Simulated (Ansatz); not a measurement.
# CH5F3Ge: the cost of one run

Program: Ansatz 0.2.0. Level of theory: RKS B3LYP/def2-SVP. These are calculated values, not measurements.

**1. Starting point**

Bond lengths: Ge1–C2 2.271 Å, Ge1–F3 1.753 Å, Ge1–F4 1.731 Å, Ge1–F5 1.726 Å, C2–H8 1.090 Å, C2–H9 1.106 Å, C2–H10 1.089 Å. Angles: Ge1–C2–H8 107.7°, Ge1–C2–H9 113.1°, Ge1–C2–H10 108.8°, H8–C2–H9 104.2°, H8–C2–H10 119.2°, H9–C2–H10 104.0°, C2–Ge1–F3 118.9°, C2–Ge1–F4 110.7°, C2–Ge1–F5 115.7°, F3–Ge1–F4 97.7°, F3–Ge1–F5 97.0°, F4–Ge1–F5 115.2°.

Structure file:

```xyz
10

Ge   -0.9015    0.5053    0.3002
C     0.6946   -0.6887   -0.7884
F    -2.4904    0.6542   -0.4251
F    -1.3849   -0.3020    1.7532
F    -0.5884    2.1943    0.4662
H     1.0435   -0.1079    0.4564
H     0.8606    0.4334    1.2450
H     0.9200   -1.5674   -0.1845
H     0.3432   -1.1049   -1.7508
H     1.5034   -0.0164   -1.0723
```

**2. A restrained relaxation towards end A**

Springs on the bonds that form and break draw the guess towards this end; the thresholds are loose.

Input file input.yaml:

```yaml
crystal:
  periodic: [false, false, false]
  atoms:
    - { symbol: Ge, position_ang: [-0.9015, 0.5053, 0.3002] }
    - { symbol: C, position_ang: [0.6946, -0.6887, -0.7884] }
    - { symbol: F, position_ang: [-2.4904, 0.6542, -0.4251] }
    - { symbol: F, position_ang: [-1.3849, -0.302, 1.7532] }
    - { symbol: F, position_ang: [-0.5884, 2.1943, 0.4662] }
    - { symbol: H, position_ang: [1.0435, -0.1079, 0.4564] }
    - { symbol: H, position_ang: [0.8606, 0.4334, 1.245] }
    - { symbol: H, position_ang: [0.92, -1.5674, -0.1845] }
    - { symbol: H, position_ang: [0.3432, -1.1049, -1.7508] }
    - { symbol: H, position_ang: [1.5034, -0.0164, -1.0723] }
basis:
  gaussian: { orbitals: def2-SVP }
hamiltonian:
  xc: b3lyp
relax:
  f_tol: 0.15
  max_steps: 25
  restrain:
    - { distance: [0, 6], at: 2.81, k: 30.0 }
    - { distance: [5, 1], at: 2.37, k: 30.0 }
    - { distance: [0, 1], at: 1.96, k: 30.0 }
    - { distance: [5, 6], at: 0.62, k: 30.0 }
```

Launch:

```bash
> ansatz run input.yaml --threads 2 --pin off --max-ram 3072MiB --backend cpu --events-out ev --progress --plain --runs-dir out
```

What time and memory should one allow on 2 threads of Intel Xeon Platinum 8488C (Sapphire Rapids), shared host?

About 20 s, with a peak of 0.3 GiB.
